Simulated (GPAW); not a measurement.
# Ba2Tl5V3O12 (P-3m1) in GPAW: settings compared

The runs below take Ba2Tl5V3O12 through band structure, with PBE, PBE+U, RPBE.

Everything below comes from runs of GPAW 26.7.0. Logs are shortened: lines on timing, memory, paths and dates and some standing lists are left out, and cuts for length are marked. The log counts tension as positive stress, the text compression.

## 1. The structure

The structure is trigonal, space group P-3m1 (No. 164). The conventional cell has a = 8.154 Å, b = 8.154 Å, c = 6.921 Å, α = 90.00°, β = 90.00°, γ = 120.00°. Around Ba (site symmetry 3m) lie 6 O at 2.80 Å. V (site symmetry 2/m) is surrounded by 4 O at 1.82 Å. Around Tl (site symmetry 2/m) lie 4 O at 2.53 Å. Tl (site symmetry 3m) is surrounded by 6 O at 2.73 Å and 3 V at 2.82 Å and 3 Tl at 3.03 Å. O (site symmetry 1) has 1 V at 1.82 Å as nearest neighbours.

The cell was built by a generator and needn't be a form met in nature.

## 2. Band structure, PBE, collinear spin, ferromagnetic start

The input, run.py:

```python
from ase import Atoms
from ase.dft.bandgap import bandgap
from ase.io import write
from ase.units import GPa
from ase.parallel import parprint
from gpaw import GPAW, PW

atoms = Atoms(['Ba', 'Ba', 'V', 'V', 'V', 'Tl', 'Tl', 'Tl', 'Tl', 'Tl', 'O', 'O', 'O', 'O', 'O', 'O', 'O', 'O', 'O', 'O', 'O', 'O'],
              cell=[[8.1542142777, 0.0, 0.0],
                    [-4.0771071389, 7.0617567124, 0.0],
                    [0.0, 0.0, 6.92128]],
              scaled_positions=[[0.0, 0.0, 0.23552],
                                [0.0, 0.0, 0.76448],
                                [0.5, 0.0, 0.0],
                                [0.0, 0.5, 0.0],
                                [0.5, 0.5, 0.0],
                                [0.5, 0.0, 0.5],
                                [0.0, 0.5, 0.5],
                                [0.5, 0.5, 0.5],
                                [0.3333333333, 0.6666666667, 0.22489],
                                [0.6666666667, 0.3333333333, 0.77511],
                                [0.3389, 0.34334, 0.81444],
                                [0.65666, 0.99556, 0.81444],
                                [0.00444, 0.6611, 0.81444],
                                [0.34334, 0.3389, 0.18556],
                                [0.99556, 0.65666, 0.18556],
                                [0.6611, 0.00444, 0.18556],
                                [0.6611, 0.65666, 0.18556],
                                [0.34334, 0.00444, 0.18556],
                                [0.99556, 0.3389, 0.18556],
                                [0.65666, 0.6611, 0.81444],
                                [0.00444, 0.34334, 0.81444],
                                [0.3389, 0.99556, 0.81444]],
              pbc=True)
atoms.set_initial_magnetic_moments([0.0, 0.0, 2.0, 2.0, 2.0, 0.0, 0.0, 0.0, 0.0, 0.0, 0.0, 0.0, 0.0, 0.0, 0.0, 0.0, 0.0, 0.0, 0.0, 0.0, 0.0, 0.0])

calc = GPAW(mode=PW(800),
            xc='PBE',
            kpts={'size': (3, 3, 3), 'gamma': True},
            occupations={'name': 'fermi-dirac', 'width': 0.05},
            nbands=153,
            convergence={'density': 1e-05, 'energy': 1e-05},
            maxiter=150,
            txt='gpaw.txt')
atoms.calc = calc
energy = atoms.get_potential_energy()
forces = atoms.get_forces()
stress = atoms.get_stress()
calc.write('gs.gpw')
write('result.traj', atoms)
parprint(f'Energy: {energy:.6f} eV')
parprint('Forces (eV/A):')
parprint(forces.round(4))
parprint('Stress (GPa):', (stress / GPa).round(3))
parprint('Moments:', calc.get_magnetic_moments().round(3))
parprint('Fermi level:', round(calc.get_fermi_level(), 4), 'eV')
parprint(f'Gap: {bandgap(calc)[0]:.4f} eV, direct: {bandgap(calc, direct=True)[0]:.4f} eV')

path = atoms.cell.bandpath('GMKGALHA,LM,KH', npoints=60, eps=1e-4)
bs_calc = calc.fixed_density(kpts=path, symmetry='off', nbands=226,
                             convergence={'bands': 'CBM+6.0', 'eigenstates': 1e-6}, txt='bands.txt')
bs = bs_calc.band_structure()
bs.write('bs.json')
parprint(f'Gap on the path: {bandgap(bs_calc)[0]:.4f} eV')
```

Potentials or basis: GPAW PAW data sets (gpaw-data 1.2.1), pw.

Started as:

```bash
> OMP_NUM_THREADS=1 mpirun -n 8 gpaw python run.py
```

gpaw.txt:

```text
__  _  _
 | _ |_)|_||  |
 |__||  | ||/\| - 26.7.0

Input parameters:
  mode=PW(ecut=800.0),
  convergence={'density': 1e-05, 'energy': 1e-05},
  kpts=MonkhorstPack(size=(3, 3, 3), gamma=True),
  maxiter=150,
  nbands=153,
  occupations=Occupations(name='fermi-dirac', width=0.05),
  xc=XC(name='PBE')

Diagonalizing LCAO Hamiltonian
Converting LCAO to pw mode

               O     O
          O            O

            O      O     Tl

           Tl Ba     Tl
                 Tl
                       OTl    O
                   O            O
           V  Ba     V
                     O     O
                        V

Atoms  # Å, Bohr magnetons
|    | symbol |         x |        y |        z |    initial magnetic moments |
|----|--------|-----------|----------|----------|-----------------------------|
|  0 |     Ba |  0.000000 | 0.000000 | 1.630100 | ( 0.0000,  0.0000,  0.0000) |
|  1 |     Ba |  0.000000 | 0.000000 | 5.291180 | ( 0.0000,  0.0000,  0.0000) |
|  2 |      V |  4.077107 | 0.000000 | 0.000000 | ( 0.0000,  0.0000,  2.0000) |
|  3 |      V | -2.038554 | 3.530878 | 0.000000 | ( 0.0000,  0.0000,  2.0000) |
|  4 |      V |  2.038554 | 3.530878 | 0.000000 | ( 0.0000,  0.0000,  2.0000) |
|  5 |     Tl |  4.077107 | 0.000000 | 3.460640 | ( 0.0000,  0.0000,  0.0000) |
[... 14 lines left out ...]
| 20 |      O | -1.363629 | 2.424584 | 5.636967 | ( 0.0000,  0.0000,  0.0000) |
| 21 |      O | -1.295542 | 7.030403 | 5.636967 | ( 0.0000,  0.0000,  0.0000) |

Unit cell  # Å
| periodic |         x |        y |        z |  lengths |     angles |
|----------|-----------|----------|----------|----------|------------|
|      yes |  8.154214 | 0.000000 | 0.000000 | 8.154214 |  90.000000 |
|      yes | -4.077107 | 7.061757 | 0.000000 | 8.154214 |  90.000000 |
|      yes |  0.000000 | 0.000000 | 6.921280 | 6.921280 | 120.000000 |

Number of symmetries: 12
Symmetry operations  # r_c * U_cc + t_c -> r_c
|    | kind |            matrix            |
|----|------|------------------------------|
|  0 |  σ   |  1, 1, 0,  0,-1, 0,  0, 0, 1 |
|  1 |  S6  |  1, 1, 0, -1, 0, 0,  0, 0,-1 |
|  2 |  E   |  1, 0, 0,  0, 1, 0,  0, 0, 1 |
|  3 |  C2  |  1, 0, 0, -1,-1, 0,  0, 0,-1 |
|  4 |  C2  |  0, 1, 0,  1, 0, 0,  0, 0,-1 |
|  5 |  C3  |  0, 1, 0, -1,-1, 0,  0, 0, 1 |
|  6 |  S6  |  0,-1, 0,  1, 1, 0,  0, 0,-1 |
|  7 |  σ   |  0,-1, 0, -1, 0, 0,  0, 0, 1 |
|  8 |  σ   | -1, 0, 0,  1, 1, 0,  0, 0, 1 |
|  9 |  i   | -1, 0, 0,  0,-1, 0,  0, 0,-1 |
| 10 |  C3  | -1,-1, 0,  1, 0, 0,  0, 0, 1 |
| 11 |  C2  | -1,-1, 0,  0, 1, 0,  0, 0,-1 |

BZ-sampling:
  Number of BZ points: 27
  Number of IBZ points: 7

  Monkhorst-Pack size: [3, 3, 3]
  Monkhorst-Pack shift: [0, 0, 0]

K-points  # in reciprocal-cell coordinates
|   |                                coordinates |     weight |
|---|--------------------------------------------|------------|
| 0 | (  0.00000000,   0.00000000,   0.00000000) | 0.03703704 |
| 1 | (  0.00000000,   0.00000000,   0.33333333) | 0.07407407 |
| 2 | (  0.33333333,   0.00000000,  -0.33333333) | 0.22222222 |
| 3 | (  0.33333333,   0.00000000,   0.00000000) | 0.22222222 |
| 4 | (  0.33333333,   0.00000000,   0.33333333) | 0.22222222 |
| 5 | (  0.33333333,   0.33333333,   0.00000000) | 0.07407407 |
| 6 | (  0.33333333,   0.33333333,   0.33333333) | 0.14814815 |

Plane wave coefficients: 20490
Cutoff: 800.0 eV

Spin-components: 2 (collinear spins)
Bands:           153
Projectors:      120
Spin-degeneracy: 1
Datatype:        complex128

Parallelization:
  kpt:    8
  domain: 1
  band:   1

Density:
  Valence electrons: 196.0
  Components: 2
  Grid points: [54 54 48]
  Charge: 0.0  # |e|

Potential:
  Grid points: [54 54 48]

species:
  Ba:
    name:    Barium
    Z:       56.0
    valence: 10
    core:    46
    charge:  0.0  # [|e|]
    compensation charges:
      type: gauss
      rc: 0.37  # [Å]
      lmax: 2
    cutoffs:
      filter: 2.06  # [Å]
      core: 2.33  # [Å]
    projectors
    | kind |    occ | energy [eV] | rcut [Å] |
    |------|--------|-------------|----------|
    |   5s |  2.000 |     -33.644 |    1.164 |
    |   6s |  2.000 |      -3.229 |    1.164 |
    |   5p |  6.000 |     -18.744 |    1.164 |
    |    p |        |       0.000 |    1.164 |
    |    d |        |       0.000 |    1.164 |
    |    d |        |      27.211 |    1.164 |

    Using partial waves for Ba as LCAO basis

  V:
    name:    Vanadium
    Z:       23.0
    valence: 13
    core:    10
    charge:  0.0  # [|e|]
    compensation charges:
      type: gauss
      rc: 0.37  # [Å]
      lmax: 2
    cutoffs:
      filter: 2.14  # [Å]
      core: 0.96  # [Å]
    projectors
    | kind |    occ | energy [eV] | rcut [Å] |
    |------|--------|-------------|----------|
    |   3s |  2.000 |     -70.222 |    1.254 |
    |   4s |  2.000 |      -4.702 |    1.254 |
    |   3p |  6.000 |     -44.043 |    1.281 |
    |   4p |  0.000 |      -1.444 |    1.281 |
    |   3d |  3.000 |      -5.164 |    1.169 |
    |    d |        |      22.047 |    1.169 |

    Using partial waves for V as LCAO basis

  Tl:
    name:    Thallium
    Z:       81.0
    valence: 13
    core:    68
    charge:  0.0  # [|e|]
    compensation charges:
      type: gauss
      rc: 0.38  # [Å]
      lmax: 2
    cutoffs:
      filter: 2.11  # [Å]
      core: 2.55  # [Å]
    projectors
    | kind |    occ | energy [eV] | rcut [Å] |
    |------|--------|-------------|----------|
    |   6s |  2.000 |      -9.493 |    1.212 |
    |   6p |  1.000 |      -2.379 |    1.270 |
    |   5d | 10.000 |     -15.517 |    1.191 |
    |    s |        |      17.718 |    1.212 |
    |    p |        |      24.832 |    1.270 |
    |    d |        |      11.695 |    1.191 |

    Using partial waves for Tl as LCAO basis

  O:
    name:    Oxygen
    Z:       8.0
    valence: 6
    core:    2
    charge:  0.0  # [|e|]
    compensation charges:
      type: gauss
      rc: 0.21  # [Å]
      lmax: 2
    cutoffs:
      filter: 1.17  # [Å]
      core: 0.83  # [Å]
    projectors
    | kind |    occ | energy [eV] | rcut [Å] |
    |------|--------|-------------|----------|
    |   2s |  2.000 |     -23.961 |    0.688 |
    |   2p |  4.000 |      -9.029 |    0.598 |
    |    s |        |       3.251 |    0.688 |
    |    p |        |      18.182 |    0.598 |
    |    d |        |       0.000 |    0.619 |

    Using partial waves for O as LCAO basis

Reference energy: -3294732.300680  # eV

eigensolver:
  PPCG
  Converge bands: occupied
  niter=2

density mixing:
  MSR1-Mixer
  Pratt-step length: 0.05
  Maximum mixing coefficient: 0.75
  Old densities: 10
  SVD Regularization: 0.005
  Good broyden scale: 1.0
  Trust region scale: 1.0
  Backstep threshold: 4.0
  History deletion threshold: 6.0
  Fourier metric: weight=20.0, sigma=0.015

occupation numbers:
  Fermi-Dirac:
    width: 0.0500  # eV

poisson solver:
  ecut: 6400.0  # eV

xc functional:
  name: PBE with 2 nearest neighbor stencil

convergence criteria:
- Maximum integral of absolute [dens]ity change: 1e-05 electrons / valence electron
- Maximum [total energy] change in last 3 cyles: 1e-05 eV / valence electron
- Maximum integral of absolute [eigenst]ate change: 4e-08 eV^2 / valence electron
maximum number of iterations: 150

SCF iterations
|iter     | |      energy | eigst |  dens |  magmom |
|---------|-|-------------|-------|-------|---------|
|iter:   1| | -157.969715 | +0.54 |       |  +6.0166|
|iter:   2| | -146.268028 | -0.53 | -0.78 |  +5.7158|
|iter:   3| | -130.085852 | -0.14 | -0.86 |  +3.9187|
|iter:   4| | -132.208727 | -1.06 | -1.22 |  +3.2376|
|iter:   5| | -129.425906 | -1.70 | -1.20 |  +2.4549|
|iter:   6| | -129.863888 | -1.93 | -1.53 |  +0.5279|
|iter:   7| | -129.798434 | -2.61 | -1.88 |  +0.1409|
|iter:   8| | -129.807454 | -3.22 | -2.17 |  -0.0510|
|iter:   9| | -129.814130 | -3.67 | -2.34 |  -0.1753|
|iter:  10| | -129.818734 | -3.86 | -2.70 |  -0.2422|
|iter:  11| | -129.819311 | -4.32 | -2.95 |  -0.2139|
|iter:  12| | -129.819279c| -5.10 | -3.26 |  -0.1398|
|iter:  13| | -129.819303c| -4.96 | -3.53 |  -0.0972|
|iter:  14| | -129.819342c| -5.21 | -3.62 |  -0.0571|
|iter:  15| | -129.819304c| -5.61 | -3.72 |  -0.0255|
|iter:  16| | -129.819322c| -5.98 | -4.02 |  -0.0060|
|iter:  17| | -129.819319c| -6.91 | -4.44 |  -0.0016|
|iter:  18| | -129.819320c| -7.48c| -4.88 |  -0.0002|
|iter:  19| | -129.819320c| -7.80c| -5.44c|  -0.0001|

Converged in 19 steps
Energy contributions relative to reference atoms: (reference = -3294732.300680)

Energy contributions:
  Kinetic:         128.131167
  Coulomb:        -136.571113
  Zero:              2.839061
  External:          0.000000
  Xc:             -124.179922
  Entropy:          -0.077026
  Spinorbit:         0.000000
  ----------------------------
  Free energy:    -129.857833
  Extrapolated:   -129.819320

dipole moment: (-76.108068, -131.823041, -51.342632)  # |e|*Ang

Total magnetic moment: (0.000000, 0.000000, -0.000087)

Local magnetic moments
|        x |        y |         z |
|----------|----------|-----------|
| 0.000000 | 0.000000 |  0.000001 |  # Ba   0
| 0.000000 | 0.000000 |  0.000001 |  # Ba   1
| 0.000000 | 0.000000 |  0.000009 |  # V    2
| 0.000000 | 0.000000 |  0.000009 |  # V    3
| 0.000000 | 0.000000 |  0.000009 |  # V    4
| 0.000000 | 0.000000 | -0.000003 |  # Tl   5
[... 14 lines left out ...]
| 0.000000 | 0.000000 | -0.000005 |  # O   20
| 0.000000 | 0.000000 | -0.000005 |  # O   21

Fermi level: 5.246
Eigenvalues  # (at kpt = [0.000, 0.000, 0.000])
| band index |      eig [eV] | occ [0-1] |      eig [eV] | occ [0-1] |
|------------|---------------|-----------|---------------|-----------|
|          0 |       -59.756 |     1.000 |       -59.756 |     1.000 |
|        ... |               |           |               |           |
|         91 |         3.929 |     1.000 |         3.929 |     1.000 |
|         92 |         3.929 |     1.000 |         3.929 |     1.000 |
|         93 |         4.270 |     1.000 |         4.270 |     1.000 |
|         94 |         4.476 |     1.000 |         4.476 |     1.000 |
|         95 |         4.476 |     1.000 |         4.476 |     1.000 |
|         96 |         4.621 |     1.000 |         4.621 |     1.000 |
[... 8 lines left out ...]
|        105 |         6.758 |     0.000 |         6.758 |     0.000 |
|        106 |         7.094 |     0.000 |         7.094 |     0.000 |
|        ... |               |           |               |           |
|        152 |        17.766 |     0.000 |        17.392 |     0.000 |

No gap
No difference between direct/indirect transitions

Forces  # eV/Ang
|        x |        y |        z |
|----------|----------|----------|
| -0.00000 | -0.00000 |  0.07854 |  # Ba   0
|  0.00000 |  0.00000 | -0.07854 |  # Ba   1
| -0.00000 | -0.00000 |  0.00000 |  # V    2
| -0.00000 |  0.00000 |  0.00000 |  # V    3
|  0.00000 |  0.00000 |  0.00000 |  # V    4
|  0.00000 |  0.00000 | -0.00000 |  # Tl   5
[... 14 lines left out ...]
|  0.06792 | -0.10881 | -0.18320 |  # O   20
| -0.12819 | -0.00441 | -0.18320 |  # O   21

Stress tensor  # eV/Ang^3
|         x |         y |         z |
|-----------|-----------|-----------|
| -0.003725 | -0.000000 |  0.000000 |
| -0.000000 | -0.003725 |  0.000000 |
|  0.000000 |  0.000000 | -0.005735 |

# Writing to gs.gpw (mode='')
```

It took 21 min on 8 MPI ranks of Intel Xeon 6975P-C (Granite Rapids), shared host; peak memory 2.4 GiB.

What came out:

* Free energy: -129.8578 eV
* Pressure: 0.7 GPa
* Largest force: 0.224 eV/Å
* Band gap along the path: none (metal or under the smearing width)
* Net moment: 0.00 μB per cell

Forces in eV/Å, atoms in the order of the input:
```
Ba   0.000  0.000  0.079
Ba   0.000  0.000 -0.079
V    0.000  0.000  0.000
V    0.000  0.000  0.000
V    0.000  0.000  0.000
Tl   0.000  0.000  0.000
Tl   0.000  0.000  0.000
Tl   0.000  0.000  0.000
Tl   0.000  0.000  0.047
Tl   0.000  0.000 -0.047
O   -0.068 -0.109 -0.183
O    0.128 -0.004 -0.183
O   -0.060  0.113 -0.183
O   -0.060 -0.113  0.183
O   -0.068  0.109  0.183
O    0.128  0.004  0.183
O    0.068  0.109  0.183
O   -0.128  0.004  0.183
O    0.060 -0.113  0.183
O    0.060  0.113 -0.183
O    0.068 -0.109 -0.183
O   -0.128 -0.004 -0.183
```

Levels at the corners of the path, in eV from the Fermi level:
Spin up:
| point | band 96 | band 97 | band 98 | band 99 | band 100 | band 101 |
| --- | --- | --- | --- | --- | --- | --- |
| Γ | -0.77 | -0.62 | -0.41 | -0.04 | 0.54 | 0.54 |
| M | -0.84 | -0.60 | -0.58 | -0.45 | 0.34 | 0.51 |
| K | -0.79 | -0.62 | -0.62 | -0.03 | -0.03 | 0.44 |
| Γ | -0.77 | -0.62 | -0.41 | -0.04 | 0.54 | 0.54 |
| A | -0.61 | 0.05 | 0.50 | 0.50 | 0.51 | 0.51 |
| L | -0.75 | -0.37 | 0.48 | 0.48 | 0.54 | 0.84 |
| H | -0.52 | -0.52 | 0.42 | 0.45 | 0.70 | 0.70 |
| A | -0.61 | 0.05 | 0.50 | 0.50 | 0.51 | 0.51 |
| L | -0.75 | -0.37 | 0.48 | 0.48 | 0.54 | 0.84 |
| M | -0.84 | -0.60 | -0.58 | -0.45 | 0.34 | 0.51 |
| K | -0.79 | -0.62 | -0.62 | -0.03 | -0.03 | 0.44 |
| H | -0.52 | -0.52 | 0.42 | 0.45 | 0.70 | 0.70 |
Spin down:
```tsv
point	band 96	band 97	band 98	band 99	band 100	band 101
Γ	-0.77	-0.62	-0.41	-0.04	0.54	0.54
M	-0.84	-0.60	-0.58	-0.45	0.34	0.52
K	-0.79	-0.62	-0.62	-0.03	-0.03	0.44
Γ	-0.77	-0.62	-0.41	-0.04	0.54	0.54
A	-0.61	0.05	0.50	0.50	0.51	0.51
L	-0.75	-0.37	0.48	0.48	0.54	0.84
H	-0.52	-0.52	0.42	0.45	0.70	0.70
A	-0.61	0.05	0.50	0.50	0.51	0.51
L	-0.75	-0.37	0.48	0.48	0.54	0.84
M	-0.84	-0.60	-0.58	-0.45	0.34	0.52
K	-0.79	-0.62	-0.62	-0.03	-0.03	0.44
H	-0.52	-0.52	0.42	0.45	0.70	0.70
```

Caveat: spin-orbit coupling is left out, which moves the levels of the heavy elements; semilocal functionals often make such compounds metallic where correlation or magnetic order opens a gap, which also shifts bond lengths.

## 3. Band structure, PBE+U, collinear spin, ferromagnetic start

run.py: that of step 2 with these lines changed.

```diff
@@ -40,2 +40,3 @@
             occupations={'name': 'fermi-dirac', 'width': 0.05},
+            setups={'V': ':d,6.0'},
             nbands=153,
@@ -58,3 +59,3 @@
 
-path = atoms.cell.bandpath('GMKGALHA,LM,KH', npoints=60, eps=1e-4)
+path = atoms.cell.bandpath('GMKGALHA,LM,KH', npoints=80, eps=1e-4)
 bs_calc = calc.fixed_density(kpts=path, symmetry='off', nbands=226,
```

Potentials or basis: GPAW PAW data sets (gpaw-data 1.2.1), pw.

Started as:

```bash
> OMP_NUM_THREADS=1 mpirun -n 8 gpaw python run.py
```

Wall time 47 min (8 MPI ranks of AMD EPYC 7R43 (Zen 3), shared host); peak memory 2.8 GiB.

The run converged. Its results:

```
Free energy             : -113.1114 eV
Pressure                : 4.3 GPa
Largest force           : 1.385 eV/Å
Band gap along the path : none (metal or under the smearing width)
Net moment              : 1.29 μB per cell
Site moments            : Ba -0.00; V +0.96; Tl -0.02, -0.05; O -0.09 μB
```

Forces on the atoms (eV/Å):
```
Ba   0.000  0.000  0.042
Ba   0.000  0.000 -0.042
V    0.000  0.000  0.000
V    0.000  0.000  0.000
V    0.000  0.000  0.000
Tl   0.000  0.000  0.000
Tl   0.000  0.000  0.000
Tl   0.000  0.000  0.000
Tl   0.000  0.000  0.552
Tl   0.000  0.000 -0.552
O   -0.379 -0.802 -1.064
O    0.884  0.073 -1.064
O   -0.505  0.729 -1.064
O   -0.505 -0.729  1.064
O   -0.379  0.802  1.064
O    0.884 -0.073  1.064
O    0.379  0.802  1.064
O   -0.884 -0.073  1.064
O    0.505 -0.729  1.064
O    0.505  0.729 -1.064
O    0.379 -0.802 -1.064
O   -0.884  0.073 -1.064
```

Stress tensor (GPa, compression positive):
```
4.43 0.00 0.00
0.00 4.43 0.00
0.00 0.00 4.03
```

Levels at the corners of the path, in eV from the Fermi level:
Spin up:
```
point  band 97  band 98  band 99  band 100  band 101  band 102
    Γ    -0.41    -0.41    -0.17     -0.06      0.10      0.36
    M    -0.51    -0.31    -0.23     -0.22      0.27      0.86
    K    -0.44    -0.26    -0.26      0.04      0.04      0.85
    Γ    -0.41    -0.41    -0.17     -0.06      0.10      0.36
    A    -0.51    -0.16     0.34      0.78      0.78      1.01
    L    -0.56    -0.35     0.64      0.71      0.76      1.36
    H    -0.42    -0.42     0.70      0.70      0.73      1.63
    A    -0.51    -0.16     0.34      0.78      0.78      1.01
    L    -0.56    -0.35     0.64      0.71      0.76      1.36
    M    -0.51    -0.31    -0.23     -0.22      0.27      0.86
    K    -0.44    -0.26    -0.26      0.04      0.04      0.85
    H    -0.42    -0.42     0.70      0.70      0.73      1.63
```
Spin down:
| point | band 94 | band 95 | band 96 | band 97 | band 98 | band 99 | band 100 | band 101 |
| --- | --- | --- | --- | --- | --- | --- | --- | --- |
| Γ | -0.80 | -0.58 | -0.58 | -0.42 | -0.23 | -0.04 | 0.99 | 2.01 |
| M | -0.73 | -0.54 | -0.49 | -0.41 | -0.40 | 0.04 | 0.84 | 0.92 |
| K | -0.61 | -0.46 | -0.46 | -0.42 | -0.42 | 0.42 | 0.42 | 0.85 |
| Γ | -0.80 | -0.58 | -0.58 | -0.42 | -0.23 | -0.04 | 0.99 | 2.01 |
| A | -0.75 | -0.66 | -0.41 | 0.12 | 0.61 | 0.61 | 2.10 | 2.10 |
| L | -0.73 | -0.56 | -0.23 | 0.01 | 0.59 | 0.75 | 1.54 | 2.32 |
| H | -0.60 | -0.60 | -0.07 | -0.07 | 0.56 | 1.09 | 1.09 | 2.21 |
| A | -0.75 | -0.66 | -0.41 | 0.12 | 0.61 | 0.61 | 2.10 | 2.10 |
| L | -0.73 | -0.56 | -0.23 | 0.01 | 0.59 | 0.75 | 1.54 | 2.32 |
| M | -0.73 | -0.54 | -0.49 | -0.41 | -0.40 | 0.04 | 0.84 | 0.92 |
| K | -0.61 | -0.46 | -0.46 | -0.42 | -0.42 | 0.42 | 0.42 | 0.85 |
| H | -0.60 | -0.60 | -0.07 | -0.07 | 0.56 | 1.09 | 1.09 | 2.21 |

Caveat: spin-orbit coupling is left out, which moves the levels of the heavy elements; forces of over 1 eV/Å show positions far from the minimum, so gaps and moduli don't describe the material at rest.

(Continued in part 2 of 2.)
